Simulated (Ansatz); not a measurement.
# Cu3Te (Pm-3m) in Ansatz: reference runs

How does Cu3Te come out in PBE? The cell is run as given and disturbed.

Program: Ansatz 0.2.0. These are calculated values, not measurements. Logs are shortened: lines on timing, memory, paths and dates and some standing lists are left out, and cuts for length are marked.

### 1 The crystal as given

It takes space group Pm-3m (No. 221, cubic). The conventional cell has a = 3.947 Å, b = 3.947 Å, c = 3.947 Å, α = 90.00°, β = 90.00°, γ = 90.00°. Te (site symmetry m-3m) is surrounded by 12 Cu at 2.79 Å. Cu (site symmetry 4/mmm) has 4 Te at 2.79 Å and 8 Cu at 2.79 Å as nearest neighbours.

The cell comes from a database or a generator and needn't be the stable form of this composition.

### 2 Single point, PBE

input.yaml reads:

```yaml
crystal:
  lattice:
    - [3.946662, 0.0, 0.0]
    - [0.0, 3.946662, 0.0]
    - [0.0, 0.0, 3.946662]
  atoms:
    - { symbol: Te, position: [0.0, 0.0, 0.0] }
    - { symbol: Cu, position: [0.5, 0.5, 0.0] }
    - { symbol: Cu, position: [0.5, 0.0, 0.5] }
    - { symbol: Cu, position: [0.0, 0.5, 0.5] }
hamiltonian:
  xc: pbe
  pseudopotentials: { kind: paw }
kpoints:
  mp_grid: { grid: [7, 7, 7] }
scf:
  occupations: { method: fermi_dirac, width: 0.05 }
output:
  forces: true
  stress: true
  eigenvalues: true
```

Potentials or basis: Ansatz PAW.

Started as:

```sh
ansatz run input.yaml --threads 2 --pin off --max-ram 5120MiB --backend cpu --events-out ev --progress --plain --runs-dir out
```

The log of the run:

```text
Warning: RAYON_NUM_THREADS=2 ignored (pool sized by the plan → 2); use --threads N
Engine: ansatz 0.2.0, x86_64-unknown-linux-gnu
Pseudopotentials: kind: paw
Pseudopotential: Te, paw, valence charge 16, recommended cutoff 420 eV (normal), Te.paw.azcp
Pseudopotential: Cu, paw, valence charge 19, recommended cutoff 420 eV (normal), Cu.paw.azcp
Functional definition: PBE
  parameter kappa = 0.804
  parameter beta = 0.06672455060314922
  exchange = pbe_x(kappa = kappa, mu = beta*pi^2/3)
  correlation = pbe_c(beta = beta)
Crystal: 4 atoms, lattice volume = 61.474 Å³
Basis set: ecut = 420 eV, 1213 PW (Γ), exchange–correlation on 54×54×54 points (8 copies of the dense FFT grid, shifted against one another)
Bands: 44, of which v1, the nominal top of the filled ones, is band 37 counted from 1 (36 counted from 0)
Symmetry: 48 space group operations
Space group: Pm-3m (ITA 221), of the structure as read, at distance tolerance 3.9e-5 Å
k-points: 20 of 343
Non-local potential: Te, projectors of the file, l = 0: 2, l = 1: 2, l = 2: 2, l = 3: 2
Non-local potential: Cu, projectors of the file, l = 0: 3, l = 1: 2, l = 2: 3, l = 3: 1
PAW form: soft (Blöchl's): semilocal exchange-correlation on the pseudo side does not see the compensation charge
PAW one-centre angular grid: Te, 590 points (default); XC on 64 Gauss nodes
PAW one-centre angular grid: Cu, 590 points (default); XC on 64 Gauss nodes
Initial density: superposition of atomic densities (neutral atoms: chi_scale 0, normalization atom), corrected by the library's trained network
Initial wavefunctions: pseudopotential atomic-orbital guess
Functional: x = pbe(κ = 0.804, μ = 0.2195149727645171), c = pbe(β = 0.06672455060314922)
SCF iter   1: F=—  HF=-26854.851979 eV  |F-HF|=—  |Δ(HF+E_count)|=         —  Δρ=5.79e-3  dr2=1.52e-2  ethr=1.77e-3  ⟨swp⟩=7.0  Hψ=3428  notcnv=0
preconditioner: auto → Kerker (q_TF=auto, 2.808 Å⁻¹)  [metal: Δε(μ)=0.065 eV  Ē_g=8.966 eV  σ=0.050 eV  W_gap=0.30  n_scr=26 (ndim 8)  ℏωp=29.6 eV  f_vac=0.000  D(μ)=1.32/eV (n_scr^D=6)]
SCF iter   2: F=—  HF=-26854.848207 eV  |F-HF|=—  |Δ(HF+E_count)|=   3.77e-3  Δρ=1.92e-3  dr2=2.45e-3  ethr=2.08e-5  ⟨swp⟩=2.0  Hψ=1438  notcnv=0  defer=9
SCF iter   3: F=—  HF=-26854.847294 eV  |F-HF|=—  |Δ(HF+E_count)|=   9.13e-4  Δρ=1.37e-3  dr2=1.43e-3  ethr=3.36e-6  ⟨swp⟩=2.3  Hψ=1303  notcnv=0  defer=9
SCF iter   4: F=—  HF=-26854.846946 eV  |F-HF|=—  |Δ(HF+E_count)|=   3.48e-4  Δρ=4.30e-4  dr2=1.64e-4  ethr=1.96e-6  ⟨swp⟩=2.1  Hψ=1134  notcnv=0  defer=9
SCF iter   5: F=—  HF=-26854.846916 eV  |F-HF|=—  |Δ(HF+E_count)|=   2.98e-5  Δρ=1.94e-4  dr2=2.57e-5  ethr=2.24e-7  ⟨swp⟩=2.0  Hψ=1231  notcnv=0  defer=9
SCF iter   6: F=—  HF=-26854.846892 eV  |F-HF|=—  |Δ(HF+E_count)|=   2.45e-5  Δρ=3.51e-5  dr2=1.53e-6  ethr=3.52e-8  ⟨swp⟩=2.0  Hψ=1090  notcnv=0  defer=9
SCF iter   7: F=—  HF=-26854.846892 eV  |F-HF|=—  |Δ(HF+E_count)|=   1.42e-7  Δρ=1.60e-5  dr2=2.61e-7  ethr=2.10e-9  ⟨swp⟩=2.1  Hψ=1313  notcnv=0  defer=9
SCF iter   8: F=-26854.846892 eV  HF=-26854.846892 eV  |F-HF|=1.46e-8  |Δ(HF+E_count)|=   3.64e-8  Δρ=3.99e-6  dr2=1.93e-8  ethr=1.37e-10  ⟨swp⟩=7.4  Hψ=3447  notcnv=0
SCF 1 converged in 8 iterations: F = -26854.846892 eV  dr2 = 1.93e-8
SCF converged after 8 iterations
Free energy (F): -26854.846892 eV
Harris-Foulkes:  -26854.846892 eV  (|F-HF|=1.46e-8)
Internal energy: -26854.836450 eV  (E = F + TS)
E sigma→0 (E₀):  -26854.841671 eV
Entropy (-TS):   -0.010441 eV (-2.610 meV/atom)
Fermi energy:    15.838302 eV
--- Per-component energies (eV) ---
  E_band       = -1322.685155
  E_kinetic    = 1081.988330
  E_local      = -14103.517908  (includes V_loc(G=0)·N_el)
  E_nonlocal   = 879.257425
  E_hartree    = 6518.396437
  E_xc         = -390.965626
  E_vxc        = -448.265415  (∫ρ·V_xc dr)
  E_paw        = -9669.185928  (= ΣΔE_a)
  E_vpaw       = -1768.949168  (= ΣTr[D̂ρ^β])
  E_aug_tail   = 0.000648  (compensation charges beyond the density's cutoff)
  E_ewald      = -11170.809829
  E_smearing   = -0.010441  (= −TS)
  E_closure    = -0.000000  (closes the sum)
  Σ components = -26854.846892   (vs F -26854.846892, Δ=0.00e0)
--- Forces (eV/Å), atoms counted from 1 ---
  atom   1  Te     0.00000000    -0.00000000    -0.00000000
  atom   2  Cu     0.00000000     0.00000000     0.00000000
  atom   3  Cu     0.00000000    -0.00000000     0.00000000
  atom   4  Cu     0.00000000    -0.00000000     0.00000000
  max |Σ_I F_I| component: 2.58e-28 eV/Å
--- Stress (GPa, compression-positive) ---
        1.082713      -0.000000       0.000000
        0.000000       1.082713       0.000000
        0.000000       0.000000       1.082713
  P = ⅓ Tr σ = 1.0827 GPa (10.827 kbar)
--- Band table (eV; the first three rows and the last of 20) ---
  k-point 0: bands = ["-97.1121", "-97.1084", "-97.1084", "-54.5118", "-54.5118", "-54.5118", "-54.4989", "-54.4989", "-54.4989", "-54.4857", "-54.4857", "-54.4857", "-22.1570", "-22.1570", "-22.1511", "-22.1511", "-22.1511", "1.7383", "10.6079", "11.4266", "11.4266", "11.7433", "11.7433", "11.7433", "12.1510", "12.1510", "12.1510", "12.7663", "12.7663", "12.7663", "13.1973", "13.1973", "13.4073", "13.5592", "13.5592", "13.5592", "14.5079", "18.3828", "18.3828", "21.7448", "21.7448", "21.7448", "24.1231", "24.1231"]
  k-point 1: bands = ["-97.1120", "-97.1086", "-97.1084", "-54.5111", "-54.5111", "-54.5107", "-54.4991", "-54.4991", "-54.4990", "-54.4869", "-54.4862", "-54.4862", "-22.1569", "-22.1560", "-22.1513", "-22.1513", "-22.1511", "1.8739", "10.0639", "11.0122", "11.4870", "11.4870", "11.5279", "11.7760", "12.1964", "12.1964", "12.2345", "12.7319", "13.0345", "13.0345", "13.1704", "13.1946", "13.3583", "13.5593", "13.6571", "13.6571", "15.1476", "18.4507", "18.9286", "21.2408", "21.2408", "21.2967", "23.1824", "23.6995"]
  k-point 2: bands = ["-97.1115", "-97.1090", "-97.1084", "-54.5094", "-54.5094", "-54.5074", "-54.4996", "-54.4996", "-54.4990", "-54.4903", "-54.4875", "-54.4875", "-22.1567", "-22.1536", "-22.1516", "-22.1516", "-22.1511", "2.2276", "8.5697", "11.1557", "11.1557", "11.2060", "11.7945", "11.8599", "12.3025", "12.3025", "12.3616", "12.6439", "13.0484", "13.0508", "13.0508", "13.1460", "13.2551", "13.5596", "14.3242", "14.3242", "15.6025", "18.6692", "19.2880", "19.8466", "19.8466", "21.6660", "22.1529", "24.0934"]
  k-point 19: bands = ["-97.1097", "-97.1095", "-97.1095", "-54.5152", "-54.5107", "-54.5107", "-54.5107", "-54.4906", "-54.4906", "-54.4905", "-54.4855", "-54.4855", "-22.1535", "-22.1534", "-22.1534", "-22.1491", "-22.1491", "3.6704", "9.6454", "9.9886", "9.9886", "11.3342", "11.3342", "11.4781", "12.4027", "12.4027", "12.4566", "12.7723", "12.8232", "12.8232", "12.9463", "12.9463", "13.3924", "13.4470", "13.4560", "13.4560", "13.8627", "16.2809", "16.2809", "17.1196", "25.5262", "25.7639", "25.7639", "29.2763"]
```

It took 3.7 s on 2 threads of Intel Xeon at 2.50GHz (Skylake/Cascade Lake), shared host; peak memory 0.39 GiB.

What came out:

```yaml
Free_energy: -26854.8469 eV
Pressure: 1.1 GPa
Band_gap_on_the_k_mesh: none (metal or under the smearing width)
```

Spin-orbit coupling is left out, which matters for the levels of Te.

### 3 Single point, PBE (atoms moved at random, drawn with an rms of 0.05 Å)

input.yaml reads:

```yaml
crystal:
  lattice:
    - [3.946662, 0.0, 0.0]
    - [0.0, 3.946662, 0.0]
    - [0.0, 0.0, 3.946662]
  atoms:
    - { symbol: Te, position: [0.014037, 0.008786, 0.013027] }
    - { symbol: Cu, position: [0.498261, 0.511389, -0.003319] }
    - { symbol: Cu, position: [0.49292, 0.012578, 0.498555] }
    - { symbol: Cu, position: [0.00686, 0.502025, 0.490018] }
hamiltonian:
  xc: pbe
  pseudopotentials: { kind: paw }
kpoints:
  mp_grid: { grid: [7, 7, 7] }
scf:
  occupations: { method: fermi_dirac, width: 0.05 }
output:
  forces: true
  stress: true
  eigenvalues: true
```

Potentials or basis: Ansatz PAW.

Started as:

```sh
ansatz run input.yaml --threads 2 --pin off --max-ram 5120MiB --backend cpu --events-out ev --progress --plain --runs-dir out
```

The log of the run:

```text
Warning: RAYON_NUM_THREADS=2 ignored (pool sized by the plan → 2); use --threads N
Engine: ansatz 0.2.0, x86_64-unknown-linux-gnu
[... 69 lines left out ...]
  k-point 1: bands = ["-97.1224", "-97.1196", "-97.1134", "-54.5224", "-54.5212", "-54.5188", "-54.5106", "-54.5071", "-54.5057", "-54.4958", "-54.4949", "-54.4928", "-22.1564", "-22.1538", "-22.1509", "-22.1499", "-22.1494", "1.8625", "10.0459", "10.9865", "11.4098", "11.4320", "11.5716", "11.7645", "12.1662", "12.2037", "12.2800", "12.7271", "13.0364", "13.0453", "13.1633", "13.1856", "13.3505", "13.5429", "13.6573", "13.6652", "15.1474", "18.4381", "18.9098", "21.2496", "21.2581", "21.3276", "23.1867", "23.6961"]
  k-point 2: bands = ["-97.1223", "-97.1196", "-97.1136", "-54.5212", "-54.5198", "-54.5165", "-54.5105", "-54.5064", "-54.5052", "-54.4977", "-54.4968", "-54.4954", "-22.1561", "-22.1516", "-22.1511", "-22.1499", "-22.1497", "2.2148", "8.5626", "11.1199", "11.1314", "11.2004", "11.7897", "11.8462", "12.2766", "12.3002", "12.3754", "12.6406", "13.0325", "13.0407", "13.0504", "13.1391", "13.2437", "13.5465", "14.3273", "14.3327", "15.6053", "18.6548", "19.2855", "19.8527", "19.8694", "21.6658", "22.1605", "24.0950"]
  k-point 171: bands = ["-97.1213", "-97.1205", "-97.1135", "-54.5188", "-54.5177", "-54.5141", "-54.5122", "-54.5085", "-54.5054", "-54.5021", "-54.4968", "-54.4940", "-22.1543", "-22.1516", "-22.1504", "-22.1503", "-22.1493", "2.7881", "7.8590", "10.2761", "10.7396", "11.5898", "11.9793", "12.0804", "12.3020", "12.3081", "12.4147", "12.7348", "12.7895", "12.8762", "12.9782", "13.0343", "13.1236", "13.4247", "14.2518", "14.5362", "16.3484", "17.4184", "18.0246", "20.3366", "21.3386", "21.8211", "22.7414", "24.0444"]
```

Wall time 40 s (2 threads of Intel Xeon at 2.50GHz (Skylake/Cascade Lake), shared host); peak memory 0.6 GiB.

Results:

```
Free energy            : -26854.8203 eV
Pressure               : 1.5 GPa
Largest force          : 0.443 eV/Å
Band gap on the k mesh : none (metal or under the smearing width)
```

Forces in eV/Å, atoms in the order of the input:
```
Te  -0.316 -0.049 -0.306
Cu   0.172 -0.005 -0.050
Cu   0.225 -0.025  0.145
Cu  -0.080  0.080  0.211
```

Levels at points of the mesh, in eV from the Fermi level:
| k point | band 33 | band 34 | band 35 | band 36 | band 37 | band 38 | band 39 | band 40 | band 41 | band 42 |
| --- | --- | --- | --- | --- | --- | --- | --- | --- | --- | --- |
| (0.00, 0.00, 0.00) | -2.43 | -2.28 | -2.28 | -2.28 | -1.32 | 2.53 | 2.54 | 5.93 | 5.94 | 5.95 |
